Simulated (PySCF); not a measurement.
# CH10OSSi4: the cost of one run

Computed with PySCF 2.14.0, with density-fitted response routines of our own, on a single molecule in the gas phase. Atoms count from 0, in the outputs and in this text.

## 1. The starting structure

17 atoms, charge 0, multiplicity 1; geometry from: GFN2-xTB.

Bonds of the start (Å): O0–Si1 1.64, Si1–Si2 2.31, Si2–Si3 2.35, Si2–Si4 2.36, Si4–C5 1.92, C5–S6 1.83, S6–Si2 2.22, O0–H7 0.95, Si1–H8 1.47, Si1–H9 1.47, Si3–H10 1.47, Si3–H11 1.47, Si3–H12 1.46, Si4–H13 1.47, Si4–H14 1.47, C5–H15 1.09, C5–H16 1.09.

## 2. TDDFT and polarisability: CAM-B3LYP/def2-SVPD

What the job is given:

```
{"job": {"kind": "uv", "xc": "CAM-B3LYP", "basis": "def2-SVPD", "nstates": 8, "ntriplets": 3}, "charge": 0, "multiplicity": 1}
O     -2.182127     0.035829     1.991505
Si    -1.846368     1.232563     0.928887
Si    -0.214825    -0.020994    -0.130036
Si    -0.891121    -2.194227    -0.733179
Si     2.044104     0.250898     0.505770
C      2.238154     0.957404    -1.265519
S      0.534955     1.018880    -1.941499
H     -2.850757     0.135513     2.663444
H     -3.069456     1.588551     0.198010
H     -1.472908     2.446986     1.670446
H      0.206340    -3.054376    -1.193677
H     -1.912516    -2.224638    -1.785753
H     -1.465430    -2.831558     0.453930
H      2.451409     1.268002     1.485175
H      2.948935    -0.892472     0.684913
H      2.644600     1.964933    -1.313833
H      2.830013     0.330737    -1.929571
```

Method: TDDFT CAM-B3LYP/def2-SVPD, vertical, gas phase, core orbitals frozen in the response.

Started as:

```bash
$ OMP_NUM_THREADS=1 python probes_run.py task.json out
```

This one command runs all jobs of the session in turn.

Q: Estimate the wall time and peak memory of this job on 1 thread of Arm Neoverse V1, shared host.

About 1.7 min, with a peak of 1.2 GiB.
